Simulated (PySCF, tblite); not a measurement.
# C₄H₁₃BCl₂Si₂: geometry, infrared bands and NMR shifts

What infrared bands and NMR shifts should C₄H₁₃BCl₂Si₂ (`CB(C)C[SiH2][Si@H](Cl)CCl`) show?

Programs: tblite 0.8.0 and PySCF 2.14.0, with density-fitted response routines of our own. Each step states its level of theory. These are calculated values for one molecule in the gas phase, unless marked as measured. Atoms are numbered from 0 throughout.

## Step 1: Starting geometry

22 atoms, charge 0, multiplicity 1; geometry from: force field or distance geometry start.

Bonds of the start (Å): C0–B1 1.59, B1–C2 1.59, B1–C3 1.60, C3–Si4 1.84, Si4–Si5 2.24, Si5–Cl6 2.10, Si5–C7 1.86, C7–Cl8 1.77, C0–H9 1.13, C0–H10 1.13, C0–H11 1.09, C2–H12 1.11, C2–H13 1.12, C2–H14 1.11, C3–H15 1.13, C3–H16 1.11, Si4–H17 1.48, Si4–H18 1.46, Si5–H19 1.49, C7–H20 1.11, C7–H21 1.11.

## Step 2: Geometry optimisation with GFN2-xTB

What the job is given:

```
{"job": {"kind": "relax", "xc": "GFN2-xTB", "basis": "xTB"}, "charge": 0, "multiplicity": 1}
C     -2.932300    -1.361800    -0.395400
B     -1.933200    -0.127000    -0.254800
C     -2.641100     1.196500     0.279100
C     -0.564700    -0.474500     0.494900
Si     0.877600    -0.658100    -0.639200
Si     2.666400     0.059200     0.497100
Cl     1.921400     1.353000     1.979500
C      3.827000     1.078900    -0.541600
Cl     4.940300     0.047100    -1.457800
H     -3.342200    -1.557100     0.638000
H     -3.819600    -1.001200    -0.989200
H     -2.462100    -2.249300    -0.821800
H     -1.916900     2.021600     0.422100
H     -3.117900     0.899500     1.244500
H     -3.472900     1.494500    -0.399600
H     -0.317200     0.331200     1.247300
H     -0.653700    -1.426400     1.068100
H      1.078200    -2.094600    -0.930300
H      0.753700     0.118000    -1.869900
H      3.378000    -1.067000     1.156900
H      3.281300     1.739200    -1.255100
H      4.439400     1.697500     0.141100
```

Launch:

```console
$ OMP_NUM_THREADS=1 python probes_run.py task.json out
```

The driver reads the jobs from task.json and runs them one after another.

The program printed:

```text
step      E/eV     max force
  0    -788.12599    2.965
  1    -788.44749    2.255
  2    -788.68424    0.995
  3    -788.74683    0.458
  4    -788.79872    0.468
  5    -788.83517    0.488
  6    -788.88835    0.559
  7    -788.93301    0.474
  8    -788.96991    0.364
  9    -788.99403    0.298
 10    -789.01255    0.285
 11    -789.02633    0.301
 12    -789.03686    0.240
 13    -789.04622    0.181
 14    -789.05477    0.231
 15    -789.06134    0.234
 16    -789.06594    0.164
 17    -789.06977    0.183
 18    -789.07393    0.227
 19    -789.07818    0.206
 20    -789.08169    0.166
 21    -789.08472    0.138
 22    -789.08816    0.155
 23    -789.09282    0.190
 24    -789.09905    0.204
 25    -789.10597    0.254
 26    -789.11221    0.237
 27    -789.11743    0.180
 28    -789.12146    0.155
 29    -789.12487    0.199
 30    -789.12905    0.247
 31    -789.13401    0.215
 32    -789.13891    0.192
 33    -789.14314    0.126
 34    -789.14648    0.139
 35    -789.14962    0.165
 36    -789.15310    0.159
 37    -789.15586    0.111
 38    -789.15769    0.084
 39    -789.15930    0.090
 40    -789.16100    0.113
 41    -789.16269    0.109
 42    -789.16409    0.079
 43    -789.16513    0.067
 44    -789.16633    0.115
 45    -789.16812    0.150
 46    -789.17003    0.117
 47    -789.17150    0.093
 48    -789.17259    0.091
 49    -789.17381    0.113
 50    -789.17550    0.143
 51    -789.17744    0.113
 52    -789.17906    0.090
 53    -789.18023    0.076
 54    -789.18138    0.096
 55    -789.18277    0.110
 56    -789.18436    0.111
 57    -789.18594    0.129
 58    -789.18734    0.118
 59    -789.18861    0.088
 60    -789.18979    0.090
 61    -789.19073    0.077
 62    -789.19136    0.055
 63    -789.19180    0.061
 64    -789.19220    0.047
 65    -789.19265    0.061
 66    -789.19351    0.080
 67    -789.19430    0.081
 68    -789.19561    0.096
 69    -789.19663    0.068
 70    -789.19734    0.042
 71    -789.19775    0.041
 72    -789.19809    0.041
 73    -789.19844    0.037
 74    -789.19877    0.042
 75    -789.19901    0.034
 76    -789.19918    0.025
 77    -789.19931    0.024
 78    -789.19946    0.031
 79    -789.19964    0.033
 80    -789.19982    0.027
 81    -789.20000    0.033
 82    -789.20021    0.035
 83    -789.20046    0.048
 84    -789.20079    0.050
 85    -789.20125    0.045
 86    -789.20171    0.043
 87    -789.20208    0.051
 88    -789.20243    0.045
 89    -789.20273    0.033
 90    -789.20307    0.038
 91    -789.20349    0.057
 92    -789.20401    0.064
 93    -789.20438    0.052
 94    -789.20470    0.041
 95    -789.20496    0.034
 96    -789.20534    0.039
 97    -789.20557    0.034
 98    -789.20588    0.033
 99    -789.20606    0.025
100    -789.20621    0.021
101    -789.20634    0.025
102    -789.20645    0.029
103    -789.20657    0.027
104    -789.20671    0.021
105    -789.20689    0.030
106    -789.20708    0.033
107    -789.20724    0.035
108    -789.20740    0.039
109    -789.20761    0.036
110    -789.20784    0.039
111    -789.20809    0.038
112    -789.20828    0.032
113    -789.20841    0.026
114    -789.20855    0.032
115    -789.20871    0.032
116    -789.20889    0.047
117    -789.20904    0.041
118    -789.20918    0.024
119    -789.20930    0.026
120    -789.20946    0.032
121    -789.20966    0.039
122    -789.20993    0.039
123    -789.21017    0.030
124    -789.21035    0.030
125    -789.21050    0.029
126    -789.21067    0.033
127    -789.21092    0.039
128    -789.21123    0.040
129    -789.21153    0.033
130    -789.21177    0.029
131    -789.21198    0.037
132    -789.21222    0.039
133    -789.21250    0.041
134    -789.21274    0.039
135    -789.21291    0.038
136    -789.21306    0.042
137    -789.21321    0.043
138    -789.21343    0.031
139    -789.21360    0.024
140    -789.21374    0.021
141    -789.21390    0.034
142    -789.21413    0.046
143    -789.21442    0.043
144    -789.21466    0.037
145    -789.21486    0.031
146    -789.21504    0.026
147    -789.21532    0.039
148    -789.21553    0.041
149    -789.21594    0.055
150    -789.21629    0.051
151    -789.21666    0.036
152    -789.21701    0.038
153    -789.21711    0.061
154    -789.21762    0.048
155    -789.21791    0.043
156    -789.21848    0.048
157    -789.21876    0.046
158    -789.21925    0.047
159    -789.21971    0.048
160    -789.21999    0.046
161    -789.22025    0.032
162    -789.22047    0.028
163    -789.22068    0.050
164    -789.22089    0.049
165    -789.22113    0.038
166    -789.22141    0.035
167    -789.22164    0.042
168    -789.22197    0.049
169    -789.22238    0.042
170    -789.22276    0.045
171    -789.22305    0.036
172    -789.22325    0.041
173    -789.22342    0.034
174    -789.22358    0.025
175    -789.22372    0.027
176    -789.22381    0.021
177    -789.22388    0.019
178    -789.22394    0.019
179    -789.22401    0.021
180    -789.22408    0.018
181    -789.22415    0.018
182    -789.22422    0.020
183    -789.22428    0.018
184    -789.22433    0.015
185    -789.22438    0.017
186    -789.22444    0.021
187    -789.22450    0.023
188    -789.22455    0.017
189    -789.22460    0.012
190    -789.22463    0.014
191    -789.22465    0.014
192    -789.22468    0.015
193    -789.22470    0.014
194    -789.22472    0.013
195    -789.22474    0.012
196    -789.22477    0.012
197    -789.22478    0.011
198    -789.22480    0.011
199    -789.22481    0.010
```

It took 3 s on 1 thread of Arm Neoverse V1, shared host.

Relaxation path: (not every step is listed)

```csv
step,energy from step 0 (eV),largest force (eV/Å)
0,0.0000,2.9650
1,-0.3215,2.2553
2,-0.5583,0.9947
3,-0.6208,0.4576
4,-0.6727,0.4679
5,-0.7092,0.4880
6,-0.7624,0.5591
7,-0.8070,0.4737
8,-0.8439,0.3643
26,-0.9862,0.2371
44,-1.0403,0.1148
62,-1.0654,0.0546
80,-1.0738,0.0274
98,-1.0799,0.0330
116,-1.0829,0.0465
134,-1.0868,0.0390
152,-1.0910,0.0380
170,-1.0968,0.0447
188,-1.0986,0.0168
194,-1.0987,0.0132
195,-1.0987,0.0124
196,-1.0988,0.0120
197,-1.0988,0.0108
198,-1.0988,0.0111
199,-1.0988,0.0097
```

Distances of close pairs at the start and the end, largest changes first:

```csv
bond,before (Å),after (Å),change (Å)
Si4–Si5,2.237,2.329,+0.092
C3–Si4,1.844,1.912,+0.068
Si5–Cl6,2.104,2.037,-0.067
Si5–C7,1.862,1.919,+0.058
C3–H15,1.130,1.091,-0.039
C0–H10,1.127,1.088,-0.039
C0–H9,1.129,1.091,-0.038
B1–C3,1.599,1.561,-0.037
```

The final coordinates are the input of the step that follows.

## Step 3: Infrared spectrum with GFN2-xTB

What the job is given:

```
{"job": {"kind": "ir", "xc": "GFN2-xTB", "basis": "xTB"}, "charge": 0, "multiplicity": 1}
C     -2.701643    -1.637885    -0.327239
B     -2.095600    -0.280513     0.205579
C     -2.899027     1.065178     0.020202
C     -0.695051    -0.273100     0.895296
Si     0.650400     0.027828    -0.429481
Si     2.730000     0.057847     0.619118
Cl     2.823186     1.260399     2.260205
C      4.034799     0.797019    -0.578831
Cl     4.001062    -0.130836    -2.103074
H     -3.367668    -2.057601     0.427850
H     -3.301819    -1.516786    -1.226529
H     -1.945242    -2.394354    -0.526181
H     -2.349481     1.951197     0.329800
H     -3.821044     1.038849     0.600814
H     -3.206619     1.208896    -1.014411
H     -0.591953     0.515104     1.641921
H     -0.456015    -1.218150     1.384973
H      0.608232    -1.037852    -1.440553
H      0.386161     1.292484    -1.138286
H      3.303792    -1.220298     1.057763
H      3.828660     1.832791    -0.842658
H      5.054459     0.739169    -0.202486
```

The program printed:

```text
mode    cm-1     km/mol
  1     -44.9      1.29
  2      12.8      0.06
  3      25.3      0.05
  4      32.2      1.03
  5      55.4      2.44
  6      63.5      2.03
  7      72.5      0.11
  8      83.3      4.57
  9     105.0      1.19
 10     142.5      2.86
 11     162.2      4.92
 12     201.3      1.89
 13     303.3      1.02
 14     309.2      0.40
 15     357.9     10.43
 16     394.4     38.97
 17     417.0     12.21
 18     511.8     34.03
 19     556.2     11.54
 20     595.4    331.22
 21     634.0    209.01
 22     660.2     90.69
 23     675.0    111.97
 24     679.3     97.32
 25     726.3      4.04
 26     743.6    108.12
 27     750.7     50.28
 28     752.3     10.49
 29     770.9     23.56
 30     790.1    181.54
 31     852.7      5.18
 32     866.7    158.26
 33     902.0      5.17
 34     990.7     29.90
 35    1087.9     20.70
 36    1097.9    252.28
 37    1177.3    350.12
 38    1186.2    114.01
 39    1187.9      4.90
 40    1386.7     42.27
 41    1394.5     24.93
 42    1434.5      8.58
 43    1461.2      0.56
 44    1488.2      1.20
 45    1494.1      0.31
 46    1494.7      1.26
 47    1504.5      1.91
 48    2165.3    120.11
 49    2193.2    281.49
 50    2204.9    260.05
 51    2970.6     31.12
 52    2979.1     34.60
 53    2982.7      4.91
 54    2984.9      6.98
 55    2995.1     13.75
 56    3003.7     36.97
 57    3018.9     15.82
 58    3026.0     68.51
 59    3031.3     25.56
 60    3032.8     37.99
```

It took 1.6 s on 1 thread of Arm Neoverse V1, shared host.

Which atoms move in the most intense modes:

```csv
cm⁻¹,km/mol,atoms
595,331.2,"H19 69 %, H17 14 %"
634,209.0,H19 82 %
790,181.5,"H18 45 %, H17 43 %"
867,158.3,"B1 23 %, H9 13 %, H10 12 %, H13 12 %"
1098,252.3,"H15 37 %, H16 35 %, C3 22 %"
1177,350.1,B1 63 %
2193,281.5,H19 87 %
2205,260.1,H17 94 %
```

## Step 4: Nuclear shieldings: PBE0/pcSseg-1

The job, as its differences from that of step 3:

```diff
@@ -1,2 +1,2 @@
-{"job": {"kind": "ir", "xc": "GFN2-xTB", "basis": "xTB"}, "charge": 0, "multiplicity": 1}
+{"job": {"kind": "nmr", "xc": "PBE0", "basis": "pcSseg-1"}, "charge": 0, "multiplicity": 1}
 C     -2.701643    -1.637885    -0.327239
```

Method: GIAO PBE0/pcSseg-1 NMR shielding, non-relativistic, gas phase.

The program printed:

```text
coarse grid: 19992 points
cycle   1  E = -1683.5631398216  dE =  5.396e-01  |g| = 5.868e-01  |ddm| = 4.122e+00
cycle   2  E = -1683.5331308902  dE =  3.001e-02  |g| = 6.706e-01  |ddm| = 1.257e+00
cycle   3  E = -1683.6553154039  dE = -1.222e-01  |g| = 6.066e-02  |ddm| = 7.650e-01
cycle   4  E = -1683.6561945686  dE = -8.792e-04  |g| = 2.884e-02  |ddm| = 9.819e-02
cycle   5  E = -1683.6564034980  dE = -2.089e-04  |g| = 6.831e-03  |ddm| = 3.066e-02
cycle   6  E = -1683.6564150879  dE = -1.159e-05  |g| = 1.963e-03  |ddm| = 8.744e-03
cycle   7  E = -1683.6564159435  dE = -8.556e-07  |g| = 4.983e-04  |ddm| = 2.093e-03
final grid: 173224 points
cycle   8  E = -1683.7024516553  dE = -4.860e-05  |g| = 9.077e-03  |ddm| = 2.894e-02
cycle   9  E = -1683.7024463952  dE =  5.260e-06  |g| = 9.763e-03  |ddm| = 1.517e-02
cycle  10  E = -1683.7024706112  dE = -2.422e-05  |g| = 9.272e-04  |ddm| = 8.504e-03
cycle  11  E = -1683.7024707773  dE = -1.661e-07  |g| = 2.730e-04  |ddm| = 1.096e-03
cycle  12  E = -1683.7024707956  dE = -1.834e-08  |g| = 5.492e-05  |ddm| = 2.675e-04
cycle  13  E = -1683.7024707963  dE = -7.030e-10  |g| = 1.989e-05  |ddm| = 8.134e-05
converged SCF energy = -1683.7024707963

GIAO shielding tensors (ppm)
atom      isotropic    diamagn.    paramagn.     s11        s22        s33       span
  0 C      172.849     251.891     -79.042    155.030    175.565    187.950     32.920
  1 B       14.646     188.352    -173.706    -40.944    -35.786    120.666    161.610
  2 C      172.182     251.988     -79.806    153.582    175.337    187.626     34.045
  3 C      169.524     258.712     -89.188    153.740    164.905    189.926     36.186
  4 Si     427.697     882.035    -454.338    402.892    412.898    467.301     64.409
  5 Si     358.859     877.391    -518.531    308.868    373.719    393.991     85.123
  6 Cl     991.452    1149.215    -157.763    930.021    996.465   1047.870    117.849
  7 C      151.382     253.010    -101.627    124.894    139.216    190.037     65.143
  8 Cl     944.302    1146.356    -202.054    847.461    891.374   1094.071    246.610
  9 H       31.089      28.341       2.747     27.165     28.827     37.274     10.110
 10 H       30.812      29.672       1.140     27.259     29.215     35.961      8.702
 11 H       30.730      32.334      -1.604     26.593     31.120     34.475      7.882
 12 H       30.756      32.621      -1.865     26.593     31.195     34.480      7.887
 13 H       30.817      28.175       2.642     26.901     28.800     36.749      9.848
 14 H       30.867      30.214       0.653     27.707     28.860     36.032      8.325
 15 H       30.387      34.289      -3.902     25.951     30.167     35.043      9.092
 16 H       30.657      34.130      -3.473     26.521     29.777     35.673      9.151
 17 H       27.636      30.745      -3.109     22.599     28.532     31.776      9.177
 18 H       27.806      31.372      -3.566     23.416     28.077     31.927      8.511
 19 H       26.363      28.661      -2.299     22.976     24.930     31.183      8.207
 20 H       28.592      30.211      -1.619     23.510     28.221     34.047     10.537
 21 H       28.251      26.849       1.401     21.882     28.214     34.656     12.774
```

It took 1.8 min on 1 thread of Arm Neoverse V1, shared host; peak memory 1.1 GiB.

Shifts follow as δ = σ(reference) − σ, with reference shieldings (ppm) from runs at the same level and on the same kind of geometry: 1H TMS 31.72, 13C TMS 186.9, 29Si TMS 349.2, 11B BF3·OEt2 100.1, 35Cl HCl 950. The references are single molecules in the gas phase. Atoms listed in one row are averaged.

```
                      atoms                                 environment  σ (ppm)  δ (ppm)  δ scaled to CDCl3
                         C7                 sp3 CH2 bonded to Cl and Si    151.4     35.5               32.8
                         C3                  sp3 CH2 bonded to B and Si    169.5     17.4               15.1
                     C0, C2                   methyl carbon bonded to B    172.5     14.4               12.1
                        H19   hydrogen on a silicon bonded to C, Cl, Si    26.36     5.35                  –
                        H17       hydrogen on a silicon bonded to C, Si    27.64     4.08                  –
                        H18       hydrogen on a silicon bonded to C, Si    27.81     3.91                  –
                        H21  hydrogen on an sp3 CH2 bonded to Cl and Si    28.25     3.47               3.37
                        H20  hydrogen on an sp3 CH2 bonded to Cl and Si    28.59     3.12               3.05
                        H15   hydrogen on an sp3 CH2 bonded to B and Si    30.39     1.33               1.36
                        H16   hydrogen on an sp3 CH2 bonded to B and Si    30.66     1.06               1.10
H9, H10, H11, H12, H13, H14     hydrogen on a methyl carbon bonded to B    30.84     0.87               0.93
                         B1                         boron bonded to 3 C     14.6     85.4                  –
                        Si5              silicon bonded to C, Cl, Si, H    358.9     -9.7                  –
                        Si4                silicon bonded to C, Si, 2 H    427.7    -78.5                  –
                        Cl8                        chlorine bonded to C      944        5                  –
                        Cl6                       chlorine bonded to Si      991      -42                  –
```

The scaled column applies a straight-line fit of computed shieldings to shifts measured in CDCl3, with any fitted terms for Cl, Br or S neighbours (root-mean-square error 0.16 ppm for H, 1.9 ppm for C).

The run also stored atomic charges by several schemes (e):

```csv
atoms,Mulliken,IAO,Hirshfeld,ESP fit
"C0, C2",-0.49,-0.58,-0.20,-0.78
B1,0.38,0.33,0.20,0.86
C3,-0.72,-0.65,-0.22,-0.84
Si4,0.33,0.47,0.25,0.36
Si5,0.56,0.66,0.27,0.33
Cl6,-0.32,-0.32,-0.13,-0.19
C7,-0.49,-0.53,-0.13,-0.55
Cl8,-0.16,-0.10,-0.06,-0.11
```

Mayer bond orders: C0–B1 1.06, B1–C2 1.07, B1–C3 1.03, C3–Si4 0.89, Si4–Si5 0.89, Si5–Cl6 0.94, Si5–C7 0.85, C7–Cl8 0.95.

The fields below are evaluated on a grid from the run's orbitals.

Frontier orbitals at PBE0/pcSseg-1, with the share of their density that lies nearest to each atom:

| orbital | energy (eV) | lies on |
| --- | --- | --- |
| HOMO | -7.99 | Cl8 20 %; Si4, Si5 about 13 % each; C7 12 % |
| LUMO | -0.75 | B1 43 %; Si4 9 %; Si5 7 % |

ELF in a plane through or near 8 of the atoms.

Ten even steps from '0' (0.00) to '9' (1.00):
```
0000000000000000000000000000
0000000000000000000000000000
0000000000000000000000000000
0000000000000000795000000000
0000000000000001998121000000
0000000000000001998699300000
0000001000000000795899600000
0000114311123200172699400000
0005864553552332389654000000
0009993793972176515200000000
0009996882966376506400000000
0003653432871142288531000000
0000000001345520161062000000
0000000000015510698552000000
0000000000002300999421000000
0000000000000000899200000000
0000000000000000386000000000
0000000000000000000000000000
0000000000000000000000000000
0000000000000000000000000000
```
The map spans 15.4 Å across and 9.7 Å up, centred on the molecule. Atoms in the plane (x, y in Å): C0 (2.9, -1.3), B1 (2.1, 0.0), C2 (2.7, 1.4), Si4 (-0.7, -0.1), H11 (2.2, -2.2), H12 (2.1, 2.3), H13 (3.7, 1.6), H21 (-5.1, 0.0).

On the surface of density 0.002 e/bohr³ the electrostatic potential runs, from the 1st to the 99th percentile, from -0.58 V near Cl8 to 1.17 V near H19.

## Step 5: Results

| quantity | value |
| --- | --- |
| strongest single infrared mode (GFN2-xTB) | 1177 cm⁻¹, 350 km/mol |
| zero-point energy (GFN2-xTB) | 98.9 kcal/mol |
| 13C shifts against TMS (PBE0/pcSseg-1, means over atoms taken as alike) | 35.5, 17.4, 14.4 ppm |
| 1H shifts against TMS (PBE0/pcSseg-1, means over atoms taken as alike) | 5.35, 4.08, 3.91, 3.47, 3.12, 1.33, 1.06, 0.87 ppm |
| 11B shifts against BF3·OEt2 (PBE0/pcSseg-1) | 85.4 ppm |
| 29Si shifts against TMS (PBE0/pcSseg-1) | -9.7, -78.5 ppm |
| 35Cl shifts against HCl (PBE0/pcSseg-1) | 5, -42 ppm |
| surface potential, 1st and 99th percentile | -0.58 V and 1.17 V |

What this shows: The optimisation took 199 steps and gained 1.099 eV; among the close pairs (by a distance rule), Si4–Si5 changed most, from 2.237 to 2.329 Å. The lowest mode is imaginary (45i cm⁻¹), so the xTB geometry is not a minimum. The strongest single mode, at 1177 cm⁻¹, moves mainly B1. GFN2-xTB is a fitted tight-binding method: band positions and strengths are rough. Its intensities can rank the bands wrongly. At PBE0/pcSseg-1: Shielding is most anisotropic at Cl8 (span 247 ppm, paramagnetic term -202 ppm). By nearest atom (PBE0/pcSseg-1), the HOMO sits on Cl8 20 %; Si4, Si5 about 13 % each and the LUMO on B1 43 %; Si4 9 %.
